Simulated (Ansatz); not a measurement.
# C6H6N: the cost of one run

Computed with Ansatz 0.2.0 (the levels named in each step, unless a step's input says otherwise).

## (1) The structure to begin with

Bond lengths: C1–C2 1.379 Å, C2–C3 1.423 Å, C3–C4 1.374 Å, C4–N5 1.330 Å, N5–C6 1.328 Å, C2–C7 1.424 Å, C6–C7 1.374 Å, C1–H8 1.075 Å, C1–H9 1.075 Å, C3–H10 1.079 Å, C4–H11 1.083 Å, C6–H12 1.083 Å, C7–H13 1.079 Å. Angles (14 of 19 angles, heavy atoms first): C1–C2–C3 122.1°, C1–C2–C7 122.1°, C3–C2–C7 115.8°, C2–C3–C4 119.3°, C3–C4–N5 123.8°, C4–N5–C6 117.9°, N5–C6–C7 123.9°, C2–C7–C6 119.3°, C2–C1–H8 121.1°, C2–C1–H9 121.2°, C2–C3–H10 119.5°, C4–C3–H10 121.1°, C3–C4–H11 121.0°, N5–C4–H11 115.2°.

Structure file:

```xyz
13

C     2.3963    0.0149    0.1747
C     1.0204    0.0086    0.0764
C     0.3091    0.9999   -0.6558
C    -1.0619    0.9355   -0.7186
N    -1.7859   -0.0148   -0.1342
C    -1.1433   -0.9506    0.5553
C     0.2228   -0.9962    0.6952
H     2.9831    0.7856   -0.2914
H     2.9180   -0.7451    0.7284
H     0.8540    1.7885   -1.1517
H    -1.6306    1.6769   -1.2654
H    -1.7761   -1.7003    1.0131
H     0.6994   -1.7779    1.2668
```

## (2) A rough first relaxation, PBE-D4/def2-SVP

File input.yaml:

```yaml
crystal:
  periodic: [false, false, false]
  atoms:
    - { symbol: C, position_ang: [2.39632, 0.01494, 0.17471] }
    - { symbol: C, position_ang: [1.02039, 0.00862, 0.0764] }
    - { symbol: C, position_ang: [0.30915, 0.99987, -0.65576] }
    - { symbol: C, position_ang: [-1.06193, 0.9355, -0.71863] }
    - { symbol: "N", position_ang: [-1.78595, -0.01479, -0.13423] }
    - { symbol: C, position_ang: [-1.14334, -0.95064, 0.55529] }
    - { symbol: C, position_ang: [0.22279, -0.99622, 0.69516] }
    - { symbol: H, position_ang: [2.98307, 0.7856, -0.29136] }
    - { symbol: H, position_ang: [2.91804, -0.74511, 0.72844] }
    - { symbol: H, position_ang: [0.85405, 1.78852, -1.15172] }
    - { symbol: H, position_ang: [-1.63057, 1.67695, -1.26537] }
    - { symbol: H, position_ang: [-1.77615, -1.70032, 1.01305] }
    - { symbol: H, position_ang: [0.69939, -1.77786, 1.26678] }
total_charge: 1
basis:
  gaussian: { orbitals: def2-SVP }
hamiltonian:
  xc: pbe
  dispersion: d4
relax:
  f_tol: 0.03
  max_steps: 200
```

Command:

```console
ansatz run input.yaml --threads 4 --pin off --max-ram 10240MiB --backend cpu --events-out ev --progress --plain --runs-dir out
```

What time and memory should one allow on 4 threads of AMD EPYC 7R43 (Zen 3), shared host?

About 7 s, with a peak of 0.18 GiB.
